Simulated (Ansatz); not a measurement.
**AsF₂H₃Si (built from SMILES F[Si]F.[AsH3]): a barrier at many levels of theory**

Aim: the barrier and energy of one elementary step (Si1–H4 formed, Si1–As5 formed, H4–As5 broken) from LDA up to coupled cluster, on fixed structures, to see where each rung fails.

The runs use Ansatz 0.2.0, Gaussian basis; single points in def2-TZVPP on PBE0-D4/def2-TZVP structures.

Levels: SPW92, PBE-D4, BLYP-D4, r2SCAN-D4, B97M-V, PBE0-D4, B3LYP-D4, r2SCAN0-D4, BHLYP-D4, CAM-B3LYP-D4, wB97X-V, wB97M-V, B2PLYP, PBE-QIDH, RPA on PBE, Hartree-Fock, MP2, CCSD, CCSD(T). The reference is CCSD(T) at the basis limit, from triple and quadruple zeta. Zero-point energies come from PBE0-D4 vibrations.

Cores are frozen in the correlated methods. Filled d shells of the heavier atoms are correlated. B3LYP uses VWN-RPA correlation. B2PLYP carries no dispersion term here.

13 further runs of the same task are left out: 13 set aside as unsound or not needed.

### Step 1. The three structures

Charge 0, multiplicity 1. The folders r, ts and p hold the start, the saddle and the end; their coordinates stand in the first inputs.

| pair | r (Å) | ts (Å) | p (Å) |
| --- | --- | --- | --- |
| Si1–H4 | 2.341 | 1.504 | 1.478 |
| Si1–As5 | 3.782 | 2.701 | 2.343 |
| H4–As5 | 1.539 | 2.114 | 3.297 |

### Step 2. wB97M-V/def2-TZVPP

Input file r/in.yaml:

```yaml
crystal:
  periodic: [false, false, false]
  atoms:
    - {symbol: Si, position_ang: [0.838942, -1.380189, 1.324552]}
    - {symbol: F, position_ang: [-0.629069, -1.439791, 1.970788]}
    - {symbol: F, position_ang: [0.670067, -2.426000, 0.118736]}
    - {symbol: H, position_ang: [0.177488, 0.376212, -0.074716]}
    - {symbol: As, position_ang: [-0.761545, 1.048327, -1.092782]}
    - {symbol: H, position_ang: [0.427497, 1.472220, -1.943660]}
    - {symbol: H, position_ang: [-0.723480, 2.349221, -0.303016]}
basis:
  gaussian: {orbitals: def2-TZVPP}
hamiltonian: {xc: {name: wB97M-V}}
```

Input file ts/in.yaml:

```yaml
crystal:
  periodic: [false, false, false]
  atoms:
    - {symbol: Si, position_ang: [0.517283, -0.914187, 0.850537]}
    - {symbol: F, position_ang: [-0.763234, -1.113243, 1.775012]}
    - {symbol: F, position_ang: [0.593104, -2.143508, -0.157942]}
    - {symbol: H, position_ang: [0.875609, 0.464367, 0.367111]}
    - {symbol: As, position_ang: [-0.797783, 0.656713, -0.909720]}
    - {symbol: H, position_ang: [0.367677, 1.083486, -1.789726]}
    - {symbol: H, position_ang: [-0.792758, 1.966372, -0.135372]}
basis:
  gaussian: {orbitals: def2-TZVPP}
hamiltonian: {xc: {name: wB97M-V}}
```

Input file p/in.yaml:

```yaml
crystal:
  periodic: [false, false, false]
  atoms:
    - {symbol: Si, position_ang: [0.248332, -0.590507, 0.489173]}
    - {symbol: F, position_ang: [-0.669410, -0.940071, 1.740074]}
    - {symbol: F, position_ang: [0.680076, -1.965597, -0.183081]}
    - {symbol: H, position_ang: [1.474257, 0.054248, 1.005595]}
    - {symbol: As, position_ang: [-1.038234, 0.613170, -1.055499]}
    - {symbol: H, position_ang: [0.229031, 0.976122, -1.819925]}
    - {symbol: H, position_ang: [-0.924152, 1.852634, -0.176435]}
basis:
  gaussian: {orbitals: def2-TZVPP}
hamiltonian: {xc: {name: wB97M-V}}
```

No record of the launch command was kept for these runs.

The runs that follow: CCSD(T)/def2-TZVPP; MP2/def2-QZVPP; Vibrations of the start structure; Vibrations of the end structure.

Before running it: what results should come out? Wanted: barrier, CCSD(T)/CBS; reverse barrier, CCSD(T)/CBS; step energy, CCSD(T)/CBS; barrier with zero-point energy; step energy with zero-point energy; imaginary mode at the saddle; largest T1 diagnostic.

**Answer**, as computed:

| quantity | value |
| --- | --- |
| barrier, CCSD(T)/CBS | 117.4 kJ/mol |
| reverse barrier, CCSD(T)/CBS | 286.5 kJ/mol |
| step energy, CCSD(T)/CBS | -169.1 kJ/mol |
| barrier with zero-point energy | 118.6 kJ/mol |
| step energy with zero-point energy | -159.8 kJ/mol |
| imaginary mode at the saddle | 952i cm⁻¹ |
| largest T1 diagnostic | 0.016 |

B97M-V is the best functional here (-2.7 kJ/mol from CCSD(T)/CBS); SPW92 is the worst (-38.4 kJ/mol). Mean unsigned error by rung: LDA 38.4, GGA 12.9, meta-GGA 13.1, hybrid 12.0, range-separated hybrid 31.2, double hybrid 9.5 kJ/mol. PBE-D4 gives a barrier 21.6 kJ/mol too low, outside chemical accuracy (1 kcal/mol, 4.2 kJ/mol). Every functional without exact exchange puts the barrier too low, the usual mark of self-interaction error, which favours the spread-out density of a saddle. The barrier rises with the share of exact exchange, from BLYP-D4 through B3LYP-D4 to BHLYP-D4 (-4.2, +7.0, +27.2 kJ/mol). Hartree-Fock, with no correlation, is off by +78.6 kJ/mol. Zero-point motion raises the barrier by 1.2 kJ/mol. The start structure keeps an imaginary mode: no true minimum. The restricted Hartree–Fock reference is unstable towards an unrestricted one at one or more of these structures.
